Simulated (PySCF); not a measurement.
# C₇H₁₂O₂: excited states, first hyperpolarisability

Aim: compute the excited states, first hyperpolarisability of C₇H₁₂O₂ (`C/C=C(\C)C(=O)OCC`).

Programs: PySCF 2.14.0, with routines of our own; each step states its level. All values are computed. Atoms count from 0.

## 1. The starting structure

21 atoms, charge 0, multiplicity 1; geometry from: GFN2-xTB.

## 2. Optimising the geometry at PBE0-D3(BJ)/def2-SVP

Job settings and geometry (Å):

```
{"job": {"xc": "PBE0", "basis": "def2-SVP", "d3": "d3bj", "grid": 2, "kind": "geom"}, "charge": 0, "multiplicity": 1}
C     -3.287495     1.006315     0.386149
C     -1.894640     0.951945    -0.129263
C     -1.008413    -0.028323     0.073069
C     -1.286823    -1.265981     0.875703
C      0.330092     0.146453    -0.541021
O      0.628292     1.066500    -1.267452
O      1.188096    -0.832673    -0.211919
C      2.502190    -0.747944    -0.757813
C      3.363473     0.261547    -0.012050
H     -3.987647     0.927974    -0.446332
H     -3.465199     1.966534     0.868511
H     -3.492518     0.209585     1.094419
H     -1.579848     1.793541    -0.733134
H     -1.397774    -1.017580     1.930727
H     -0.471893    -1.974821     0.773907
H     -2.207489    -1.738369     0.538158
H      2.908481    -1.757637    -0.663582
H      2.430419    -0.471857    -1.815293
H      2.966660     1.263051    -0.157107
H      4.380058     0.224736    -0.393374
H      3.373058     0.033950     1.051333
```

Run with:

```sh
$ OMP_NUM_THREADS=1 python excited_run.py task.json out
```

The driver reads the jobs from task.json and runs them one after another.

Output:

```text
step   0  E = -423.63450957  max force = 0.011214
step   1  E = -423.63633730  max force = 0.002084
step   2  E = -423.63638887  max force = 0.002113
step   3  E = -423.63643536  max force = 0.002017
step   4  E = -423.63649566  max force = 0.001131
step   5  E = -423.63655072  max force = 0.001436
step   6  E = -423.63664916  max force = 0.001510
step   7  E = -423.63679343  max force = 0.001529
step   8  E = -423.63703390  max force = 0.001919
step   9  E = -423.63738418  max force = 0.001937
step  10  E = -423.63797162  max force = 0.001870
step  11  E = -423.63806255  max force = 0.001037
step  12  E = -423.63807130  max force = 0.000500
step  13  E = -423.63809337  max force = 0.000571
step  14  E = -423.63810861  max force = 0.000277
step  15  E = -423.63814004  max force = 0.000484
step  16  E = -423.63815670  max force = 0.000380
step  17  E = -423.63815995  max force = 0.000180
optimisation converged
```

Wall time 10 min (1 thread of Intel Xeon at 2.70GHz, shared host); peak memory 1.1 GiB.

Along the way:

| step | energy from step 0 (eV) | largest force component (eV/Å) |
| --- | --- | --- |
| 0 | 0.0000 | 0.5766 |
| 1 | -0.0497 | 0.1072 |
| 2 | -0.0511 | 0.1087 |
| 3 | -0.0524 | 0.1037 |
| 4 | -0.0540 | 0.0582 |
| 5 | -0.0555 | 0.0738 |
| 6 | -0.0582 | 0.0776 |
| 7 | -0.0621 | 0.0786 |
| 8 | -0.0687 | 0.0987 |
| 9 | -0.0782 | 0.0996 |
| 10 | -0.0942 | 0.0962 |
| 11 | -0.0967 | 0.0533 |
| 12 | -0.0969 | 0.0257 |
| 13 | -0.0975 | 0.0294 |
| 14 | -0.0979 | 0.0142 |
| 15 | -0.0988 | 0.0249 |
| 16 | -0.0992 | 0.0195 |
| 17 | -0.0993 | 0.0093 |

Close pairs (by a distance rule), those that changed most:

| bond | before (Å) | after (Å) | change (Å) |
| --- | --- | --- | --- |
| C3–H14 | 1.085 | 1.101 | +0.016 |
| C8–H19 | 1.086 | 1.101 | +0.014 |
| C0–H10 | 1.089 | 1.103 | +0.014 |
| C1–H12 | 1.083 | 1.096 | +0.014 |
| C8–H20 | 1.088 | 1.100 | +0.013 |
| C0–H9 | 1.091 | 1.103 | +0.012 |
| C0–H11 | 1.086 | 1.098 | +0.012 |
| C8–H18 | 1.087 | 1.099 | +0.012 |

The end geometry stands in the next job.

| at the end point | value |
| --- | --- |
| point group (found at 0.08 Å tolerance) | C1 |
| rotational constants (GHz, main isotopes) | 3.721, 0.844, 0.739 |
| dipole moment (D) | 1.62 |

## 3. Excited states: TDA wB97X-D/aug-cc-pVDZ

Job settings and geometry (Å):

```
{"job": {"kind": "states", "xc": "wB97X-D", "basis": "aug-cc-pVDZ", "tda": true, "soc": true, "nstates": 6, "ntriplets": 5, "nquad": 4}, "charge": 0, "multiplicity": 1}
C     -3.425287     0.750614     0.478305
C     -2.000797     0.727579     0.056082
C     -1.054970    -0.172384     0.381499
C     -1.237958    -1.369680     1.261540
C      0.296504     0.069970    -0.201763
O      0.596306     0.989149    -0.925541
O      1.168977    -0.877776     0.174718
C      2.502787    -0.755749    -0.313842
C      3.321843     0.196582     0.527567
H     -4.087415     0.729079    -0.403618
H     -3.653646     1.691881     1.006249
H     -3.701372    -0.085288     1.134424
H     -1.668517     1.538277    -0.602787
H     -0.553639    -1.331152     2.122834
H     -0.996536    -2.296108     0.718140
H     -2.265468    -1.447879     1.638730
H      2.911190    -1.775628    -0.277001
H      2.469152    -0.420352    -1.361371
H      2.927343     1.219167     0.446280
H      4.366681     0.202680     0.182050
H      3.310559    -0.106587     1.585235
```

With the program's defaults for keys left out, this is: TDA wB97X-D/aug-cc-pVDZ excited states, vertical, gas phase, spin-orbit mean-field couplings.

Output:

```text
coarse grid: 17216 points
cycle   1  E = -424.1432374084  dE =  1.496e+00  |g| = 9.243e-01  |ddm| = 1.996e+01
cycle   2  E = -424.0346421707  dE =  1.086e-01  |g| = 1.261e+00  |ddm| = 5.186e+00
cycle   3  E = -424.3125773661  dE = -2.779e-01  |g| = 1.488e-01  |ddm| = 3.055e+00
cycle   4  E = -424.3161088446  dE = -3.531e-03  |g| = 7.100e-02  |ddm| = 3.751e-01
cycle   5  E = -424.3170368984  dE = -9.281e-04  |g| = 1.391e-02  |ddm| = 1.492e-01
cycle   6  E = -424.3170848728  dE = -4.797e-05  |g| = 3.948e-03  |ddm| = 7.777e-02
cycle   7  E = -424.3170904991  dE = -5.626e-06  |g| = 1.046e-03  |ddm| = 2.577e-02
final grid: 165336 points
cycle   8  E = -424.3266270514  dE = -1.899e-04  |g| = 5.244e-03  |ddm| = 8.441e-01
cycle   9  E = -424.3266320348  dE = -4.983e-06  |g| = 4.099e-03  |ddm| = 7.347e-02
cycle  10  E = -424.3266354926  dE = -3.458e-06  |g| = 1.165e-03  |ddm| = 1.930e-02
cycle  11  E = -424.3266356768  dE = -1.843e-07  |g| = 7.562e-04  |ddm| = 6.444e-03
cycle  12  E = -424.3266357971  dE = -1.203e-07  |g| = 8.051e-05  |ddm| = 2.059e-03
cycle  13  E = -424.3266357991  dE = -1.961e-09  |g| = 3.691e-05  |ddm| = 5.079e-04
cycle  14  E = -424.3266357996  dE = -5.429e-10  |g| = 1.502e-05  |ddm| = 2.481e-04
converged SCF energy = -424.3266357996

Singlet excitations
state   eV       nm        f     d(h-e)  d(exc)  Lambda  PR(NTO)  |dmu|/D   mu/D   main configurations
  1   5.2549   235.9   0.00011   1.014   2.496   0.373   1.007    3.077    2.594   H-1->L 0.83
  2   6.2228   199.2   0.49397   0.798   2.780   0.667   1.106    2.679    4.152   H->L 0.85
  3   6.6011   187.8   0.00029   0.832   4.259   0.273   1.014    4.100    3.741   H->L+1 0.74
  4   7.2881   170.1   0.10234   1.454   3.395   0.409   1.502    4.647    4.645   H-2->L 0.74
  5   7.3537   168.6   0.00295   0.886   4.847   0.165   1.057                     H->L+3 0.58, H->L+5 0.22
  6   7.4222   167.0   0.00362   0.818   4.822   0.220   1.367                     H->L+2 0.38, H->L+5 0.20, H-4->L 0.08

Triplet excitations (Tamm-Dancoff)
state   eV     d(h-e)  d(exc)  Lambda  PR(NTO)   main configurations
  1   3.7626   0.236   2.374   0.660   1.017   H->L 0.83
  2   4.8739   0.933   2.431   0.369   1.007   H-1->L 0.81
  3   5.7723   1.101   2.543   0.426   1.087   H-2->L 0.68
  4   6.5574   0.852   4.266   0.276   1.017   H->L+1 0.74
  5   7.0562   0.292   2.624   0.406   1.068   H-4->L 0.61, H-3->L 0.21
S1 - T1 = 1.4923 eV

Spin-orbit couplings |<S|Hso|T>| (cm-1)
             T1       T2       T3       T4       T5
S0        0.118   44.254    2.123    2.953   12.935
S1       16.209    0.817   30.528    0.312   23.309
S2        0.155   19.874    0.776    0.645    8.116
S3        0.904    0.324    0.504    0.195    0.139
S4        0.454   21.894    0.579    3.969    6.886
S5        2.915    3.116    0.707    1.553    0.254
S6        1.577    7.956    2.203    2.022    0.375
T1 sublevels (cm-1): 0.000 0.001 0.006   radiative rates (1/s): 0.000123 0.0131 0.0466
```

It took 2.7 min on 1 thread of Intel Xeon at 2.70GHz, shared host; peak memory 1.4 GiB.

In short:

| quantity | value |
| --- | --- |
| S1 less T1 | 1.49 eV |

The fields below are evaluated on a grid from the run's orbitals.

Frontier orbitals at wB97X-D/aug-cc-pVDZ, with the share of their density that lies nearest to each atom:

| orbital | energy (eV) | lies on |
| --- | --- | --- |
| HOMO | -9.03 | C1, C2 about 32 % each; O5 9 % |
| LUMO | 0.86 | C1, C4 about 21 % each; C2 14 %; O5 11 % |

ELF in a plane through or near 7 of the atoms.

Values, 10 rows by 14 columns:
```
0.00 0.00 0.00 0.00 0.00 0.00 0.00 0.00 0.00 0.00 0.00 0.00 0.00 0.00
0.00 0.00 0.00 0.00 0.00 0.00 0.00 0.01 0.01 0.01 0.00 0.00 0.00 0.00
0.00 0.00 0.00 0.00 0.00 0.00 0.01 0.23 0.24 0.70 0.06 0.00 0.00 0.00
0.00 0.00 0.00 0.04 0.17 0.25 0.13 0.54 0.28 0.99 0.05 0.05 0.00 0.00
0.00 0.00 0.03 0.07 0.54 0.77 0.73 0.35 0.90 0.05 0.92 0.92 0.02 0.00
0.00 0.02 0.95 0.67 0.89 0.28 0.44 0.94 0.64 0.61 0.30 0.49 0.03 0.00
0.00 0.00 0.89 0.47 0.16 0.11 0.79 0.23 0.61 0.50 0.54 0.80 0.07 0.00
0.00 0.00 0.00 0.01 0.01 0.40 0.84 0.50 0.95 0.91 0.02 0.09 0.00 0.00
0.00 0.00 0.00 0.00 0.00 0.01 0.10 0.03 0.04 0.06 0.00 0.00 0.00 0.00
0.00 0.00 0.00 0.00 0.00 0.00 0.00 0.00 0.00 0.00 0.00 0.00 0.00 0.00
```
The map spans 13.9 Å across and 9.4 Å up, centred on the molecule. Atoms in the plane (x, y in Å): C0 (3.5, -0.6), C1 (2.0, -0.8), C2 (1.0, 0.1), C3 (1.2, 1.6), C4 (-0.4, -0.5), O6 (-1.3, 0.5), H12 (1.7, -1.9).

On the surface of density 0.002 e/bohr³ the electrostatic potential runs, from the 1st to the 99th percentile, from -1.68 V near O5 to 0.85 V near H11.

## 4. Excited states: TDDFT CAM-B3LYP/aug-cc-pVDZ

Settings changed since step 3:

```diff
@@ -1,2 +1,2 @@
-{"job": {"kind": "states", "xc": "wB97X-D", "basis": "aug-cc-pVDZ", "tda": true, "soc": true, "nstates": 6, "ntriplets": 5, "nquad": 4}, "charge": 0, "multiplicity": 1}
+{"job": {"kind": "states", "xc": "CAM-B3LYP", "basis": "aug-cc-pVDZ", "tpa": true, "nstates": 8, "nquad": 6, "ntriplets": 0}, "charge": 0, "multiplicity": 1}
 C     -3.425287     0.750614     0.478305
```

Method: TDDFT CAM-B3LYP/aug-cc-pVDZ excited states, vertical, gas phase, two-photon moments by quadratic response.

Output:

```text
coarse grid: 17216 points
cycle   1  E = -424.0594331088  dE =  1.432e+00  |g| = 9.248e-01  |ddm| = 2.475e+01
cycle   2  E = -423.8923125820  dE =  1.671e-01  |g| = 1.371e+00  |ddm| = 6.152e+00
cycle   3  E = -424.2257125847  dE = -3.334e-01  |g| = 1.784e-01  |ddm| = 4.001e+00
cycle   4  E = -424.2309650612  dE = -5.252e-03  |g| = 7.799e-02  |ddm| = 5.029e-01
cycle   5  E = -424.2320339906  dE = -1.069e-03  |g| = 1.712e-02  |ddm| = 1.510e-01
cycle   6  E = -424.2321011004  dE = -6.711e-05  |g| = 4.003e-03  |ddm| = 1.068e-01
cycle   7  E = -424.2321059400  dE = -4.840e-06  |g| = 9.421e-04  |ddm| = 2.590e-02
final grid: 165336 points
cycle   8  E = -424.2556518594  dE = -2.873e-05  |g| = 3.926e-03  |ddm| = 3.643e-01
cycle   9  E = -424.2556529357  dE = -1.076e-06  |g| = 3.523e-03  |ddm| = 5.374e-02
cycle  10  E = -424.2556559932  dE = -3.057e-06  |g| = 4.154e-04  |ddm| = 1.651e-02
cycle  11  E = -424.2556560192  dE = -2.601e-08  |g| = 2.345e-04  |ddm| = 1.552e-03
cycle  12  E = -424.2556560293  dE = -1.009e-08  |g| = 6.934e-05  |ddm| = 1.037e-03
cycle  13  E = -424.2556560303  dE = -1.033e-09  |g| = 2.391e-05  |ddm| = 2.477e-04
cycle  14  E = -424.2556560304  dE = -1.423e-10  |g| = 8.392e-06  |ddm| = 8.143e-05
converged SCF energy = -424.2556560304

Singlet excitations
state   eV       nm        f     d(h-e)  d(exc)  Lambda  PR(NTO)  |dmu|/D   mu/D   delta(TPA)   sigma/GM   main configurations
  1   5.2554   235.9   0.00006   0.989   2.493   0.359   1.009    2.967    2.498        0.42      0.004   H-1->L 0.78, H-1->L+1 0.08
  2   5.8827   210.8   0.37778   0.738   2.770   0.635   1.139    2.446    3.906      128.20      1.625   H->L 0.84, H->L+1 0.08
  3   6.3838   194.2   0.00014   0.906   4.261   0.360   1.011    4.289    3.744        9.31      0.139   H->L+1 0.78
  4   7.1265   174.0   0.00325   0.690   5.031   0.214   1.070    3.121    1.932       39.14      0.728   H->L+3 0.55, H->L+2 0.29
  5   7.1457   173.5   0.09050   1.314   3.472   0.392   1.677    4.403    4.373       58.91      1.102   H-2->L 0.69
  6   7.1569   173.2   0.00452   0.761   4.898   0.210   1.020    3.603    2.692       26.36      0.495   H->L+5 0.43, H->L+2 0.32, H->L+3 0.12
  7   7.2599   170.8   0.01178   0.395   4.765   0.177   1.254                                            H->L+4 0.61, H->L+7 0.12
  8   7.3400   168.9   0.06555   0.604   4.177   0.227   1.605                                            H-1->L+1 0.40, H-2->L 0.14, H-1->L+5 0.13
```

Wall time 3.4 min (1 thread of Intel Xeon at 2.70GHz, shared host); peak memory 1.6 GiB.

## 5. First hyperpolarisability: quadratic response CAM-B3LYP/aug-cc-pVDZ

Settings changed since step 4:

```diff
@@ -1,2 +1,2 @@
-{"job": {"kind": "states", "xc": "CAM-B3LYP", "basis": "aug-cc-pVDZ", "tpa": true, "nstates": 8, "nquad": 6, "ntriplets": 0}, "charge": 0, "multiplicity": 1}
+{"job": {"kind": "beta", "xc": "CAM-B3LYP", "basis": "aug-cc-pVDZ"}, "charge": 0, "multiplicity": 1}
 C     -3.425287     0.750614     0.478305
```

Method: quadratic response CAM-B3LYP/aug-cc-pVDZ first hyperpolarisability, Taylor convention, gas phase.

Output:

```text
coarse grid: 17216 points
cycle   1  E = -424.0594331088  dE =  1.432e+00  |g| = 9.248e-01  |ddm| = 2.475e+01
cycle   2  E = -423.8923125820  dE =  1.671e-01  |g| = 1.371e+00  |ddm| = 6.152e+00
cycle   3  E = -424.2257125847  dE = -3.334e-01  |g| = 1.784e-01  |ddm| = 4.001e+00
cycle   4  E = -424.2309650612  dE = -5.252e-03  |g| = 7.799e-02  |ddm| = 5.029e-01
cycle   5  E = -424.2320339906  dE = -1.069e-03  |g| = 1.712e-02  |ddm| = 1.510e-01
cycle   6  E = -424.2321011004  dE = -6.711e-05  |g| = 4.003e-03  |ddm| = 1.068e-01
cycle   7  E = -424.2321059400  dE = -4.840e-06  |g| = 9.421e-04  |ddm| = 2.590e-02
final grid: 165336 points
cycle   8  E = -424.2556518594  dE = -2.873e-05  |g| = 3.926e-03  |ddm| = 3.643e-01
cycle   9  E = -424.2556529357  dE = -1.076e-06  |g| = 3.523e-03  |ddm| = 5.374e-02
cycle  10  E = -424.2556559932  dE = -3.057e-06  |g| = 4.154e-04  |ddm| = 1.651e-02
cycle  11  E = -424.2556560192  dE = -2.601e-08  |g| = 2.345e-04  |ddm| = 1.552e-03
cycle  12  E = -424.2556560293  dE = -1.009e-08  |g| = 6.934e-05  |ddm| = 1.037e-03
cycle  13  E = -424.2556560303  dE = -1.033e-09  |g| = 2.391e-05  |ddm| = 2.477e-04
cycle  14  E = -424.2556560304  dE = -1.423e-10  |g| = 8.392e-06  |ddm| = 8.143e-05
converged SCF energy = -424.2556560304

Lowest singlets (eV, f): 5.2554 0.0001  5.8827 0.3778  6.3838 0.0001

First hyperpolarisability (au)
process     nm      |vector|   parallel      HRS      DR
static         -      150.67      44.07      83.96   2.687
shg       1907.0      163.22      47.88      89.88   2.739
eope      1907.0      154.69      45.29          -       -
shg       1064.0      197.13      58.02     105.71   2.861
eope      1064.0      164.16      48.16          -       -
```

Run time: 2.9 min. Hardware: 1 thread of Intel Xeon at 2.70GHz, shared host; peak memory 1.6 GiB.

## 6. Excited states: TDA wB97X-D/aug-cc-pVDZ in dimethylsulfoxide

Settings changed since step 5:

```diff
@@ -1,2 +1,2 @@
-{"job": {"kind": "beta", "xc": "CAM-B3LYP", "basis": "aug-cc-pVDZ"}, "charge": 0, "multiplicity": 1}
+{"job": {"kind": "states", "xc": "wB97X-D", "basis": "aug-cc-pVDZ", "tda": true, "soc": true, "nstates": 6, "ntriplets": 5, "nquad": 4, "solvent": "dimethylsulfoxide"}, "charge": 0, "multiplicity": 1}
 C     -3.425287     0.750614     0.478305
```

With the program's defaults for keys left out, this is: TDA wB97X-D/aug-cc-pVDZ excited states, vertical, IEF-PCM dimethylsulfoxide (non-equilibrium response), spin-orbit mean-field couplings.

Output:

```text
coarse grid: 17216 points
cycle   1  E = -424.1612462586  dE =  1.478e+00  |g| = 9.075e-01  |ddm| = 2.000e+01
cycle   2  E = -424.0877375100  dE =  7.351e-02  |g| = 1.164e+00  |ddm| = 5.224e+00
cycle   3  E = -424.3228387328  dE = -2.351e-01  |g| = 1.089e-01  |ddm| = 2.891e+00
cycle   4  E = -424.3246193650  dE = -1.781e-03  |g| = 6.239e-02  |ddm| = 3.509e-01
cycle   5  E = -424.3253275285  dE = -7.082e-04  |g| = 1.228e-02  |ddm| = 1.354e-01
cycle   6  E = -424.3253634938  dE = -3.597e-05  |g| = 3.571e-03  |ddm| = 6.458e-02
cycle   7  E = -424.3253679963  dE = -4.503e-06  |g| = 8.985e-04  |ddm| = 2.141e-02
final grid: 165336 points
cycle   8  E = -424.3348866580  dE = -1.889e-04  |g| = 5.169e-03  |ddm| = 8.433e-01
cycle   9  E = -424.3348920101  dE = -5.352e-06  |g| = 3.839e-03  |ddm| = 7.676e-02
cycle  10  E = -424.3348950855  dE = -3.075e-06  |g| = 1.061e-03  |ddm| = 1.959e-02
cycle  11  E = -424.3348952653  dE = -1.798e-07  |g| = 6.834e-04  |ddm| = 7.626e-03
cycle  12  E = -424.3348953654  dE = -1.001e-07  |g| = 7.588e-05  |ddm| = 2.120e-03
cycle  13  E = -424.3348953687  dE = -3.272e-09  |g| = 3.412e-05  |ddm| = 8.144e-04
cycle  14  E = -424.3348953695  dE = -8.112e-10  |g| = 1.648e-05  |ddm| = 4.016e-04
converged SCF energy = -424.3348953695

Singlet excitations
state   eV       nm        f     d(h-e)  d(exc)  Lambda  PR(NTO)  |dmu|/D   mu/D   main configurations
  1   5.4187   228.8   0.00020   0.945   2.484   0.415   1.007    3.175    2.744   H-1->L 0.90
  2   5.9498   208.4   0.57619   0.882   2.777   0.719   1.088    3.347    5.433   H->L 0.92
  3   6.6562   186.3   0.00164   0.348   4.137   0.228   1.016    2.220    3.864   H->L+1 0.74, H->L+12 0.08
  4   7.2932   170.0   0.13858   1.668   3.259   0.444   1.230    6.024    6.110   H-2->L 0.86
  5   7.3343   169.0   0.00189   0.551   2.751   0.423   1.071                     H-4->L 0.75, H-3->L 0.14
  6   7.4263   167.0   0.00442   0.418   4.853   0.143   1.056                     H->L+3 0.68, H->L+5 0.09

Triplet excitations (Tamm-Dancoff)
state   eV     d(h-e)  d(exc)  Lambda  PR(NTO)   main configurations
  1   3.7536   0.291   2.397   0.713   1.013   H->L 0.90
  2   5.0490   0.872   2.427   0.411   1.008   H-1->L 0.88
  3   5.8624   1.159   2.582   0.443   1.066   H-2->L 0.75
  4   6.6374   0.377   4.173   0.229   1.019   H->L+1 0.75
  5   6.9758   0.472   2.636   0.426   1.052   H-4->L 0.74, H-3->L 0.14
S1 - T1 = 1.6650 eV

Spin-orbit couplings |<S|Hso|T>| (cm-1)
             T1       T2       T3       T4       T5
S0        0.102   43.322    2.709    2.995    9.158
S1       15.384    1.038   29.057    0.576   20.463
S2        0.128   18.350    1.017    0.307    7.392
S3        0.645    0.365    0.484    0.286    0.066
S4        0.947   22.368    1.240    1.893    7.225
S5        5.196   19.540    5.790    0.425    1.023
S6        4.477    1.911    0.584    2.517    0.114
T1 sublevels (cm-1): 0.000 0.000 0.004   radiative rates (1/s): 0.000136 0.00287 0.0564
```

Wall time 2.4 min (1 thread of Intel Xeon at 2.70GHz, shared host); peak memory 1.5 GiB.

From this job:

| quantity | value |
| --- | --- |
| S1 less T1 | 1.67 eV |

## 7. Summary of results

| quantity | value |
| --- | --- |
| point group | C1 |
| rotational constants (main isotopes) | 3.72, 0.84, 0.74 GHz |
| S1 less T1 (step 3, TDA wB97X-D/aug-cc-pVDZ) | 1.49 eV |
| surface potential, 1st and 99th percentile | -1.68 V and 0.85 V |
| β vector (step 5, quadratic response CAM-B3LYP/aug-cc-pVDZ) | static 151, SHG 1907.0 nm 163, SHG 1064.0 nm 197 au |
| S1 less T1 (step 6, TDA wB97X-D/aug-cc-pVDZ in dimethylsulfoxide) | 1.67 eV |

Relaxing lowered the energy by 0.099 eV in 17 steps; the close pair that moved most is C3–H14, from 1.085 to 1.101 Å. No frequency check was run at this level, so the end point may be a saddle. In step 3, the number of triplets below S1 is 2, and the largest singlet-triplet spin-orbit coupling is S0–T2, 44.25 cm⁻¹. β grows from 151 au (static) to 197 au for doubling at 1064.0 nm: normal dispersion, which grows as twice the photon energy moves toward the bright states. In step 6, the number of triplets below S1 is 2, and the largest singlet-triplet spin-orbit coupling is S0–T2, 43.32 cm⁻¹.
